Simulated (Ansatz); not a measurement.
I need a single point from an input typed as a dict of ZnIn3, space group Fm-3m. Use the Python package of Ansatz (0.2.0). Use: LDA, PAW, cutoff 510 eV, Gaussian smearing of 0.05 eV.

```xyz
4
Lattice="0.0000 3.6907 3.6907 3.6907 0.0000 3.6907 3.6907 3.6907 0.0000" Properties=species:S:1:pos:R:3 pbc="T T T"
Zn    0.0000    0.0000    0.0000
In    1.8454    1.8454    1.8454
In    5.5361    5.5361    5.5361
In    3.6907    3.6907    3.6907
```

The script, `deck_znin3.py`:
```python
"""Single point of ZnIn3 through the engine session."""

import json

import ansatz as az
import numpy as np

deck = {
    "crystal": {
        "lattice": [
            [0.0, 3.690731, 3.690731],
            [3.690731, 0.0, 3.690731],
            [3.690731, 3.690731, 0.0],
        ],
        "atoms": [
            {"symbol": "Zn", "position": [0.0, 0.0, 0.0]},
            {"symbol": "In", "position": [0.25, 0.25, 0.25]},
            {"symbol": "In", "position": [0.75, 0.75, 0.75]},
            {"symbol": "In", "position": [0.5, 0.5, 0.5]},
        ],
    },
    "kpoints": {"mp_grid": {"kspacing": 0.3}},
    "hamiltonian": {"xc": "lda"},
    "scf": {"occupations": {"method": "gaussian", "width": 0.05}},
    "basis": {"ecutwfc": 510},
    "output": {"forces": True, "stress": True, "eigenvalues": True},
}

outcome = az.Session.from_dict(deck).plan().execute()
report = outcome.report

print(f"free energy      {report['free_energy_ev']:.5f} eV")
print(f"per atom         {report['free_energy_ev'] / len(outcome.lattice.sites):.5f} eV")
print(f"SCF iterations   {report['n_iterations']}  (converged: {report['converged']})")

# forces, one row an atom
forces = np.array(report["forces_ev_ang"])
norms = np.linalg.norm(forces, axis=1)
print("largest force {:.4f} eV/A on atom {}".format(norms.max(), norms.argmax()))
print(np.array2string(forces, precision=4, suppress_small=True))

keep = ["free_energy_ev", "energy_sigma0_ev", "fermi_energy_ev", "n_iterations", "converged", "magnetization_mub", "n_kpoints"]
with open("znin3.json", "w") as handle:
    json.dump({key: report[key] for key in keep}, handle, indent=1)
```

`python deck_znin3.py` gives:
```text
free energy      -19616.84186 eV
per atom         -4904.21046 eV
SCF iterations   7  (converged: True)
largest force 0.0000 eV/A on atom 1
[[-0.  0. -0.]
 [-0.  0.  0.]
 [-0. -0.  0.]
 [ 0. -0.  0.]]
```

It writes `znin3.json`:
```json
{
 "free_energy_ev": -19616.841855564635,
 "energy_sigma0_ev": -19616.836525312603,
 "fermi_energy_ev": 9.048468662594894,
 "n_iterations": 7,
 "converged": true,
 "magnetization_mub": 0.0,
 "n_kpoints": 10
}
```

Caveats:
- Total energies depend on the potentials; only differences at equal settings carry meaning.
- This cell is a computed structure, which may not be the phase found in nature.
- Timing: 4 s on 1 thread of Intel(R) Xeon(R) Platinum 8259CL CPU @ 2.50GHz (Skylake/Cascade Lake) (shared host), peak memory 0.43 GiB.
